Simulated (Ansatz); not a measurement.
**Cr: a surface, (100), 7 layers**

What do the surfaces of Cr (100), 7 layers cost, and how tightly do they hold an electron? The runs shown use LAPW. Companion runs by PAW are cited. Its runs: bulk in the slab's orientation (LAPW); the reference run (LAPW); at the positions relaxed by PAW (LAPW); no images along the normal (LAPW).

Computed with Ansatz 0.2.0 (DFT, PBE, all-electron LAPW, scalar-relativistic, unless a step's input says otherwise).

### 1 The structure to begin with

The structure is cubic, space group Im-3m (No. 229). The conventional cell has a = 2.849 Å, b = 2.849 Å, c = 2.849 Å, α = 90.00°, β = 90.00°, γ = 90.00°. Around Cr (site symmetry m-3m) lie 8 Cr at 2.47 Å.

As a file:

```
Cr
1.0
     2.84863    0.00000    0.00000
     0.00000    2.84863    0.00000
     0.00000    0.00000    2.84863
Cr
2
Direct
  0.00000 0.00000 0.00000
  0.50000 0.50000 0.50000
```

Atoms are numbered in the order of the input: Cr1, Cr2.

### 2 Bulk in the slab's orientation, LAPW

input.yaml reads:

```yaml
crystal:
  lattice:
    - [2.8486260742, 0.0, 0.0]
    - [0.0, 2.8486260742, 0.0]
    - [0.0, 0.0, 2.8486260742]
  atoms:
    - { symbol: Cr, position: [0.0, 0.0, 0.0], spin: 2.0 }
    - { symbol: Cr, position: [0.5, 0.5, 0.5], spin: 2.0 }
magnetization:
  spin_polarized: true
kpoints:
  mp_grid: { grid: [14, 14, 14] }
scf:
  occupations: { method: fermi_dirac, width: 0.1 }
hamiltonian:
  xc: pbe
  pseudopotentials: { kind: all_electron, lapw: { basis_error: 0.001 } }
output:
  forces: true
  stress: true
  eigenvalues: true
```

Command:

```console
$ ansatz run input.yaml --threads 4 --pin off --max-ram 12288MiB --backend cpu --events-out ev --progress --plain --runs-dir out
```

### 4 Slab as cut, LAPW

input.yaml reads:

```yaml
crystal:
  lattice:
    - [2.8486260742, 0.0, 0.0]
    - [0.0, 2.8486260742, 0.0]
    - [0.0, 0.0, 24.5459]
  atoms:
    - { symbol: Cr, position: [0.0, 0.0, 0.3259204547], spin: 2.0 }
    - { symbol: Cr, position: [0.5, 0.5, 0.3839469698], spin: 2.0 }
    - { symbol: Cr, position: [0.0, 0.0, 0.4419734849], spin: 2.0 }
    - { symbol: Cr, position: [0.5, 0.5, 0.5], spin: 2.0 }
    - { symbol: Cr, position: [0.0, 0.0, 0.5580265151], spin: 2.0 }
    - { symbol: Cr, position: [0.5, 0.5, 0.6160530302], spin: 2.0 }
    - { symbol: Cr, position: [0.0, 0.0, 0.6740795453], spin: 2.0 }
magnetization:
  spin_polarized: true
kpoints:
  mp_grid: { grid: [14, 14, 1] }
scf:
  occupations: { method: fermi_dirac, width: 0.1 }
hamiltonian:
  xc: pbe
  pseudopotentials: { kind: all_electron, lapw: { basis_error: 0.001 } }
output:
  forces: true
  stress: true
  eigenvalues: true
  populations: true
  dos: { projected: true, de: 0.2, e_range: [-14, 8] }
efield:
  axis: 3
  amplitude: 0
  dipole_correction: true
```

### 5 At the positions relaxed by PAW, LAPW

input.yaml reads:

```yaml
crystal:
  lattice:
    - [2.8486260742, 0.0, 0.0]
    - [0.0, 2.8486260742, 0.0]
    - [0.0, 0.0, 24.5459]
  atoms:
    - { symbol: Cr, position: [0.0, 0.0, 0.3265248939], spin: 2.0 }
    - { symbol: Cr, position: [0.5, 0.5, 0.3815847448], spin: 2.0 }
    - { symbol: Cr, position: [0.0, 0.0, 0.4419794185], spin: 2.0 }
    - { symbol: Cr, position: [0.5, 0.5, 0.4999999173], spin: 2.0 }
    - { symbol: Cr, position: [0.0, 0.0, 0.5580204973], spin: 2.0 }
    - { symbol: Cr, position: [0.5, 0.5, 0.6184153202], spin: 2.0 }
    - { symbol: Cr, position: [0.0, 0.0, 0.6734752079], spin: 2.0 }
magnetization:
  spin_polarized: true
kpoints:
  mp_grid: { grid: [14, 14, 1] }
scf:
  occupations: { method: fermi_dirac, width: 0.1 }
hamiltonian:
  xc: pbe
  pseudopotentials: { kind: all_electron, lapw: { basis_error: 0.001 } }
output:
  forces: true
  stress: true
  eigenvalues: true
efield:
  axis: 3
  amplitude: 0
  dipole_correction: true
```

### 6 No images along the normal, LAPW

input.yaml: that of step 5 with these lines changed.

```diff
@@ -13,2 +13,3 @@
     - { symbol: Cr, position: [0.0, 0.0, 0.6734752079], spin: 2.0 }
+  periodic: [true, true, false]
 magnetization:
@@ -26,5 +27 @@
   eigenvalues: true
-efield:
-  axis: 3
-  amplitude: 0
-  dipole_correction: true
```

(Steps that only read results are left out.)

**Question.** What will these runs give? Wanted: surface energy; work function; outer layer spacing (for each run or level that gives them).

As calculated:

```
                      quantity          value
surface energy (LAPW, relaxed)      3.15 J/m²
 work function (LAPW, relaxed)        3.71 eV
 surface energy (PAW, relaxed)      3.15 J/m²
  work function (PAW, relaxed)        3.71 eV
     outer layer spacing (PAW)  1.42 → 1.35 Å
```

By LAPW the surface costs 3.19 J/m² as cut and 3.15 J/m² relaxed. The outermost spacing changes by -5.1 % (PAW). Thickness wasn't converged, and no reconstruction was sought. Other magnetic orders may lie lower; this is the state that the run reached.
